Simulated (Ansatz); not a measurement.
# Sc: how the settings move a relaxation

Aim: see which settings change the result for Sc, by how much, and at what cost.

Method: reference: DFT, LDA, PAW with Ansatz's default frozen-core files, scalar-relativistic; relaxation of cell and atoms, in Ansatz 0.2.0.

1 further run of the same task is left out (set aside as unsound or not needed).

## 1. The structure to begin with

Symmetry: P6_3/mmc, No. 194, hexagonal system. Conventional cell: a = 3.309 Å, b = 3.309 Å, c = 5.273 Å, α = 90.00°, β = 90.00°, γ = 120.00°. Around Sc (site symmetry -6m2) lie 12 Sc at 3.26 to 3.31 Å.

Coordinates:

```
Sc
1.0
     3.30900    0.00000    0.00000
    -1.65450    2.86568    0.00000
     0.00000    0.00000    5.27330
Sc
2
Direct
  0.33333 0.66667 0.25000
  0.66667 0.33333 0.75000
```

## 2. The reference run

Contents of input.yaml:

```yaml
crystal:
  lattice:
    - [3.30899999999, 0.0, 0.0]
    - [-1.6545, 2.86567806111, 0.0]
    - [0.0, 0.0, 5.2733]
  atoms:
    - { symbol: Sc, position: [0.333333333333, 0.666666666667, 0.25] }
    - { symbol: Sc, position: [0.666666666667, 0.333333333333, 0.75] }
kpoints:
  mp_grid: { grid: [16, 16, 10] }
scf:
  occupations: { method: fermi_dirac, width: 0.1 }
hamiltonian:
  xc: lda
  pseudopotentials: { kind: paw }
relax:
  f_tol: 0.002
  max_steps: 80
  cell: {}
output:
  forces: true
  stress: true
  write_density: true
  write_potential: true
  elf: true
  volumetric_format: npy
```

Started as:

```console
> ansatz run input.yaml --threads 1 --pin off --max-ram 2560MiB --backend cpu --events-out ev --progress --plain --runs-dir out
```

## 3. Changing settings: chi_scale 0.1

input.yaml, as its differences from that of step 2:

```diff
@@ -12,2 +12,3 @@
   occupations: { method: fermi_dirac, width: 0.1 }
+  initial_density: { chi_scale: 0.1 }
 hamiltonian:
@@ -22,5 +23 @@
   stress: true
-  write_density: true
-  write_potential: true
-  elf: true
-  volumetric_format: npy
```

**Question.** What will these runs give? Wanted: for each run, ending; energy change; pressure; gap; force.

The runs gave:

| run | ending | energy change | pressure (GPa) | gap (eV) | force (eV/Å) | cycles | time |
| --- | --- | --- | --- | --- | --- | --- | --- |
| reference | converged | 0 | 0.0 | 0.00 | 0.00 | 31 | 15 s |
| 1: chi_scale 0.1 | converged | 0.0 meV/atom | 0.0 | 0.00 | 0.00 | 31 | 15 s |

Times don't compare one to one where runs were asked for different outputs or read a saved state (see the inputs); cycles may leave out searches for a lower state.

**Reading.** Energy and cycle count are those of the reference, so the change (start) left the result and the number of cycles as they were.
